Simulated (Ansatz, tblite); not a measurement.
**(KH)4 ring (K4H4): rung by rung**

How do method and basis change the picture of (KH)4 ring (K4H4) (singlet)?

Computed with Ansatz 0.2.0, Gaussian basis. Level: as each input shows.

The runs, in order: GFN1-xTB, GFN2-xTB, PBE-D4/def2-TZVP, r2SCAN-D4/def2-TZVP, B97M-V/def2-TZVP, ωB97X-V/def2-TZVP, B2PLYP/def2-TZVP, PBE-D4/def2-SVP, PBE0-D4/def2-SVP, CCSD(T)/def2-TZVP, RPA/def2-TZVP.

2 further runs of the same task are left out: 2 set aside as unsound or not needed.

**1. The relaxed structure**

The singlet was relaxed beforehand with PBE0-D4/def2-SVP.

8 atoms, charge 0, spin multiplicity 1.

Bond lengths: K1–K2 4.573 Å, K1–K4 4.557 Å, K1–H5 2.452 Å, K1–H8 2.450 Å, K2–K3 4.557 Å, K2–H5 2.452 Å, K2–H6 2.450 Å, K3–K4 4.573 Å, K3–H6 2.450 Å, K3–H7 2.452 Å, K4–H7 2.452 Å, K4–H8 2.450 Å. Angles: K2–K1–K4 90.0°, K2–K1–H5 21.2°, K2–K1–H8 111.6°, K4–K1–H5 111.2°, K4–K1–H8 21.6°, H5–K1–H8 132.8°, K1–K2–K3 90.0°, K1–K2–H5 21.2°, K1–K2–H6 111.5°, K3–K2–H5 111.2°, K3–K2–H6 21.6°, H5–K2–H6 132.7°, K2–K3–K4 90.0°, K2–K3–H6 21.6°, K2–K3–H7 111.2°, K4–K3–H6 111.6°, K4–K3–H7 21.2°, H6–K3–H7 132.8° and more.

PBE0-D4/def2-TZVP was run before; its log isn't repeated, and its numbers join the tables.

**2. GFN1-xTB**

Tight binding, by tblite at 300 K electronic temperature and without a spin-polarisation term:

```python
tblite.interface.Calculator('GFN1-xTB', numbers, positions, charge=0, uhf=0).singlepoint()
```

Energy -101.3624 eV, HOMO -12.86 eV, LUMO -8.11 eV; 0.005 s.

**3. GFN2-xTB**

Tight binding, by tblite at 300 K electronic temperature and without a spin-polarisation term:

```python
tblite.interface.Calculator('GFN2-xTB', numbers, positions, charge=0, uhf=0).singlepoint()
```

Energy -78.0198 eV, HOMO -8.41 eV, LUMO -6.49 eV; 0.004 s.

**4. PBE-D4/def2-TZVP**

start.molden holds the orbitals of an earlier run on this state, given as this run's starting guess.

File in.yaml:

```yaml
crystal:
  periodic: [false, false, false]
  atoms:
    - {symbol: K, position_ang: [2.491632, -1.750063, -1.069872]}
    - {symbol: K, position_ang: [1.967006, 1.597600, 2.000354]}
    - {symbol: K, position_ang: [-2.491384, 1.751082, 1.068818]}
    - {symbol: K, position_ang: [-1.967285, -1.598672, -1.999253]}
    - {symbol: H, position_ang: [3.096083, -0.106074, 0.645987]}
    - {symbol: H, position_ang: [-0.365746, 2.334034, 2.138813]}
    - {symbol: H, position_ang: [-3.096100, 0.105951, -0.645854]}
    - {symbol: H, position_ang: [0.365784, -2.333859, -2.138992]}
basis:
  gaussian: {orbitals: def2-TZVP, initial_orbitals: start.molden}
hamiltonian: {xc: pbe, dispersion: d4}
scf: {omitted_lower_state_checks: [starts]}
output: {forces: true, orbitals: {seedname: orbitals}}
```

Run with:

```bash
$ ansatz run in.yaml --threads 2 --pin off --events-out ev --progress --plain --max-ram 4352MiB
```

After this run come: r2SCAN-D4/def2-TZVP; B97M-V/def2-TZVP; ωB97X-V/def2-TZVP; B2PLYP/def2-TZVP; PBE-D4/def2-SVP; PBE0-D4/def2-SVP; CCSD(T)/def2-TZVP; RPA/def2-TZVP.

**Question.** What will the summary of the whole plan be? Wanted: gap in def2-TZVP, named functionals, smallest and largest; correlation energy, CCSD(T)/def2-TZVP; binding an atom, CCSD(T)/def2-TZVP; PBE0 total energy, smallest basis above largest.

The runs gave:

| quantity | value |
| --- | --- |
| gap in def2-TZVP, named functionals, smallest and largest | 2.88 eV (PBE-D4), 7.62 eV (ωB97X-V) |
| correlation energy, CCSD(T)/def2-TZVP | -21.57 eV |
| binding an atom, CCSD(T)/def2-TZVP | 1.300 eV |
| PBE0 total energy, smallest basis above largest | 8.55 eV (def2-SVP, def2-TZVP) |

Orbital gaps of the named functionals in def2-TZVP span 2.88 eV (PBE-D4) to 7.62 eV (ωB97X-V); exact exchange widens it. The functionals in def2-TZVP miss CCSD(T)/def2-TZVP by +0.090 (PBE0-D4) to +0.230 eV (B97M-V) an atom. The reference is CCSD(T) in one finite basis, so it carries an error of its own, often a tenth of an eV or more, and near misses can't be ranked.
